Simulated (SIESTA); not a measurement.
NiMoIrPdW:

```
Ni Mo Pd Ir W
1.0
     2.77046    0.00000    0.00000
    -1.38523    2.39928    0.00000
     0.00000    0.00000   21.88122
Ni Mo Pd Ir W
2 2 2 2 2
Direct
  0.33333 0.66667 0.04433
  0.66667 0.33333 0.95562
  0.66667 0.33333 0.34270
  0.66667 0.33333 0.76320
  0.33333 0.66667 0.44768
  0.33333 0.66667 0.65723
  0.33333 0.66667 0.23988
  0.33333 0.66667 0.86050
  0.66667 0.33333 0.13646
  0.66667 0.33333 0.55240
```

The cell was built by a generator and needn't be a form met in nature.

Base run:

| Item | Value |
| --- | --- |
| Program | SIESTA 5.4.2 |
| Functional | PBE |
| Potentials or basis | PseudoDojo 0.4 standard (PBE files) |
| Basis | DZP (energy shift 0.003 Ry; two zetas on semicore shells) |
| Grid cutoff | 800 Ry |
| Energy shift | 0.003 Ry |
| k mesh | 11 × 11 × 2 |
| Occupations | fermi-dirac, width 0.05 eV |
| Spin | collinear spin, ferromagnetic start |
| Starting moments | [1.0, 1.0, 1.0, 1.0, 0.0, 0.0, 0.6, 0.6, 0.0, 0.0] μB |

Its results: band gap on the k mesh none (metal or under the smearing width); pressure 2.0 GPa; net moment 0.11 μB per cell; site moments Ni +0.04, +0.07; Mo +0.00, -0.01; Pd -0.00, +0.00; Ir -0.00, +0.00; W +0.00, -0.00 μB; largest force 0.519 eV/Å.

The run is repeated on the same cell with these changes: hubbard terms from none to Ir d U = 2 eV, Mo d U = 2 eV, Ni d U = 2 eV, Pd d U = 2 eV, W d U = 2 eV. What comes out?

Band gap on the k mesh none (metal or under the smearing width); pressure 0.2 GPa; net moment 1.33 μB per cell; site moments Ni +0.37, +0.78; Mo -0.01, -0.06; Pd -0.00, +0.00; Ir -0.00, +0.23; W +0.03, -0.00 μB; largest force 0.373 eV/Å.

Caveats: short orbitals over semicore shells can move pressures by several GPa; the valence orbitals were made in a potential fitted to the semicore shell under them, which widens gaps by tenths of an eV or more; the basis of atomic orbitals isn't converged, which shifts pressures, moduli and gaps; the U is typed as a test and isn't derived for this compound (some runs).

Not every run made on this cell is shown here.
